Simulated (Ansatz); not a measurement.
# C8H7O−: how energies converge with the basis set

Aim: see how fast density functionals converge with the basis set for C8H7O−.

Computed with Ansatz 0.2.0, Gaussian basis. Level: one geometry, several basis sets.

Plan: PBE0-D4/def2-SVPD; ωB97M-V/def2-SVPD; PBE0-D4/def2-QZVPPD; ωB97M-V/def2-QZVPPD; the functionals' def2-TZVPPD values are taken from earlier runs.

**1. The relaxed structure**

The geometry comes from an earlier relaxation with PBE0-D4 in a triple-zeta def2 set; it is a stationary point, not always the lowest conformer.

SMILES `C=Cc1ccc([O-])cc1`, 16 atoms, charge -1, spin multiplicity 1.

Atoms are counted from 1 here; the program's logs count them from 0.

Bond lengths: C1–C2 1.346 Å, C1–H10 1.085 Å, C1–H11 1.084 Å, C2–C3 1.439 Å, C2–H12 1.092 Å, C3–C4 1.409 Å, C3–C9 1.407 Å, C4–C5 1.370 Å, C4–H13 1.088 Å, C5–C6 1.445 Å, C5–H14 1.087 Å, C6–O7 1.255 Å, C6–C8 1.440 Å, C8–C9 1.373 Å, C8–H15 1.086 Å, C9–H16 1.090 Å. Angles: C2–C1–H10 122.4°, C2–C1–H11 120.8°, H10–C1–H11 116.9°, C1–C2–C3 129.8°, C1–C2–H12 116.5°, C3–C2–H12 113.7°, C2–C3–C4 124.0°, C2–C3–C9 120.1°, C4–C3–C9 116.0°, C3–C4–C5 122.3°, C3–C4–H13 118.9°, C5–C4–H13 118.9°, C4–C5–C6 122.8°, C4–C5–H14 120.5°, C6–C5–H14 116.6°, C5–C6–O7 122.8°, C5–C6–C8 113.8°, O7–C6–C8 123.4° and more.

As a file:

```xyz
16
C8H7O
C     2.4829   -1.4621   -0.4292
C     1.5359   -1.0601    0.4390
C     0.3547   -0.2693    0.2137
C    -0.0194    0.2461   -1.0434
C    -1.1527    0.9953   -1.2186
C    -2.0538    1.3176   -0.1365
O    -3.0921    2.0038   -0.2974
C    -1.6484    0.7795    1.1357
C    -0.5070    0.0312    1.2845
H     2.4497   -1.2080   -1.4836
H     3.3218   -2.0622   -0.0961
H     1.6646   -1.3710    1.4777
H     0.6136    0.0422   -1.9044
H    -1.4140    1.3792   -2.2011
H    -2.2883    0.9900    1.9881
H    -0.2475   -0.3521    2.2715
```

**2. PBE0-D4 in def2-SVPD**

The input, in.yaml:

```yaml
crystal:
  periodic: [false, false, false]
  atoms:
    - {symbol: C, position_ang: [2.482884, -1.462075, -0.429152]}
    - {symbol: C, position_ang: [1.535941, -1.060139, 0.439035]}
    - {symbol: C, position_ang: [0.354655, -0.269303, 0.213684]}
    - {symbol: C, position_ang: [-0.019392, 0.246112, -1.043370]}
    - {symbol: C, position_ang: [-1.152731, 0.995330, -1.218622]}
    - {symbol: C, position_ang: [-2.053818, 1.317595, -0.136484]}
    - {symbol: O, position_ang: [-3.092060, 2.003766, -0.297429]}
    - {symbol: C, position_ang: [-1.648447, 0.779501, 1.135714]}
    - {symbol: C, position_ang: [-0.506965, 0.031178, 1.284497]}
    - {symbol: H, position_ang: [2.449678, -1.207999, -1.483643]}
    - {symbol: H, position_ang: [3.321820, -2.062222, -0.096067]}
    - {symbol: H, position_ang: [1.664631, -1.370958, 1.477716]}
    - {symbol: H, position_ang: [0.613642, 0.042173, -1.904384]}
    - {symbol: H, position_ang: [-1.414030, 1.379199, -2.201095]}
    - {symbol: H, position_ang: [-2.288326, 0.989956, 1.988102]}
    - {symbol: H, position_ang: [-0.247491, -0.352105, 2.271489]}
basis:
  gaussian: {orbitals: def2-SVPD}
total_charge: -1
hamiltonian: {xc: pbe0, dispersion: d4}
output: {orbitals: {seedname: orbitals}}
```

The runs that follow: ωB97M-V in def2-SVPD; PBE0-D4 in def2-QZVPPD; ωB97M-V in def2-QZVPPD.

Before running them: what should the planned runs give, taken together? Wanted: PBE0-D4: double and triple zeta above quadruple; ωB97M-V: double and triple zeta above quadruple.

**Answer**, as computed:

| quantity | value |
| --- | --- |
| PBE0-D4: double and triple zeta above quadruple | 11.38, 0.52 eV |
| ωB97M-V: double and triple zeta above quadruple | 11.72, 0.48 eV |

What this shows: For PBE0-D4 the step from double to triple zeta gains 10.85 eV and the next only 0.52 eV. Total energies overstate the basis error of differences, where much of it tends to cancel. The LUMO of ωB97M-V is positive and keeps falling with the basis (4.90 to 3.47 eV): an unbound level that the basis holds in place.
